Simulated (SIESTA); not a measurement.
A calculation with SIESTA 5.4.2 of Ta5C4 (ASE script, structure from a POSCAR):

run.py

```python
from ase.io import read
from ase.calculators.siesta import Siesta
from ase.units import Ry, GPa

atoms = read("POSCAR")

fdf = {
    'SCFMustConverge': False,
    'OccupationFunction': 'FD',
    'ElectronicTemperature': '0.05 eV',
    'Slab.DipoleCorrection': 'vacuum',
    'MaxSCFIterations': '120',
    'SCF.Mixer.Method': 'Pulay',
    'SCF.Mixer.Weight': '0.25',
    'SCF.Mixer.History': '8',
    'SCF.DM.Tolerance': '5.0e-05',
    'SCF.H.Tolerance': '1.0e-03 eV',
    'WriteForces': 'true',
    'Charge.Mulliken': 'end',
    'PAO.Basis': ['Ta.1 5', 'n=5 0 2', '  3.138 0.000', 'n=6 0 2', '  7.733 0.000', 'n=5 1 2', '  3.782 0.000', 'n=6 1 1', '  7.733', 'n=5 2 2', '  7.181 0.000'],
}
calc = Siesta(
    label="Ta5C4",
    command="siesta < PREFIX.fdf > PREFIX.out",
    pseudo_path="pseudos",
    pseudo_qualifier="",
    xc=('GGA', 'PBE'),
    basis_set="DZP",
    mesh_cutoff=800 * Ry,
    energy_shift=0.003 * Ry,
    kpts=[7, 7, 1],
    spin="non-polarized",
    fdf_arguments=fdf,
)
atoms.calc = calc

print(f"energy = {atoms.get_potential_energy():.6f} eV")
free = atoms.get_potential_energy(force_consistent=True)
print(f"free energy = {free:.6f} eV")
print("forces (eV/A):")
print(atoms.get_forces(apply_constraint=False).round(6))
print("stress (GPa, Voigt order, tension positive):", (atoms.get_stress() / GPa).round(4))
```

File POSCAR:

```
Ta5C4
1.0
    3.1494536034      0.0000000000      0.0000000000
   -1.5747268017      2.7275068286      0.0000000000
    0.0000000000      0.0000000000     25.2860723959
Ta C Ta C Ta C Ta C Ta
1 1 1 1 1 1 1 1 1
Direct
    0.6666666667      0.3333333333      0.2966059688
    0.0000000000      0.0000000000      0.3474544766
    0.3333333333      0.6666666667      0.3983029844
    0.6666666667      0.3333333333      0.4491514922
    0.0000000000      0.0000000000      0.5000000000
    0.3333333333      0.6666666667      0.5508485078
    0.6666666667      0.3333333333      0.6016970156
    0.0000000000      0.0000000000      0.6525455234
    0.3333333333      0.6666666667      0.7033940312
```

Potentials or basis: PseudoDojo 0.4 standard (PBE files), DZP (energy shift 0.003 Ry; two zetas on semicore shells).

The run is started by

```console
$ python run.py
```

Task: Write the same calculation in another form: native input, structure typed inline.

Result: As run:

The input Ta5C4.fdf:

```
SystemName                      Ta5C4
SystemLabel                     Ta5C4
NumberOfSpecies                 2
NumberOfAtoms                   9
%block ChemicalSpeciesLabel
  1  73 Ta
  2   6 C
%endblock ChemicalSpeciesLabel

LatticeConstant                 1.0 Ang
%block LatticeVectors
     3.1494536034     0.0000000000     0.0000000000
    -1.5747268017     2.7275068286     0.0000000000
     0.0000000000     0.0000000000    25.2860723959
%endblock LatticeVectors
AtomicCoordinatesFormat         Ang
%block AtomicCoordinatesAndAtomicSpecies
     1.5747268017     0.9091689429     7.5000000000  1
     0.0000000000     0.0000000000     8.7857590495  2
     0.0000000000     1.8183378857    10.0715180990  1
     1.5747268017     0.9091689429    11.3572771485  2
     0.0000000000     0.0000000000    12.6430361979  1
     0.0000000000     1.8183378857    13.9287952474  2
     1.5747268017     0.9091689429    15.2145542969  1
     0.0000000000     0.0000000000    16.5003133464  2
     0.0000000000     1.8183378857    17.7860723959  1
%endblock AtomicCoordinatesAndAtomicSpecies

%block kgrid.MonkhorstPack
    7   0   0  0.0
    0   7   0  0.0
    0   0   1  0.0
%endblock kgrid.MonkhorstPack
XC.Functional                   GGA
XC.Authors                      PBE
PAO.BasisSize                   DZP
PAO.EnergyShift                 0.003 Ry
Mesh.Cutoff                     800 Ry
OccupationFunction              FD
ElectronicTemperature           0.05 eV
Slab.DipoleCorrection           vacuum
MaxSCFIterations                120
SCF.MustConverge                false
SCF.Mixer.Method                Pulay
SCF.Mixer.Weight                0.25
SCF.Mixer.History               8
SCF.DM.Tolerance                5.0e-05
SCF.H.Tolerance                 1.0e-03 eV
WriteForces                     true
Charge.Mulliken                 end
%block PAO.Basis
  Ta 5
  n=5 0 2
    3.138 0.000
  n=6 0 2
    7.733 0.000
  n=5 1 2
    3.782 0.000
  n=6 1 1
    7.733
  n=5 2 2
    7.181 0.000
%endblock PAO.Basis
```

Potentials or basis: PseudoDojo 0.4 standard (PBE files), DZP (energy shift 0.003 Ry; two zetas on semicore shells).

Run with:

```sh
$ siesta Ta5C4.fdf > Ta5C4.out 2>&1
```

Both were run:

|  | ASE script, structure from a POSCAR | native input, structure typed inline |
| --- | --- | --- |
| Largest force | 1.492 eV/Å | 1.493 eV/Å |
| Band gap on the k mesh | none (metal or under the smearing width) | none (metal or under the smearing width) |

Keys that steer only the numerical path or the files written may differ.

Caveat: short orbitals over semicore shells can move pressures by several GPa; the basis of atomic orbitals isn't converged, which shifts pressures, moduli and gaps.
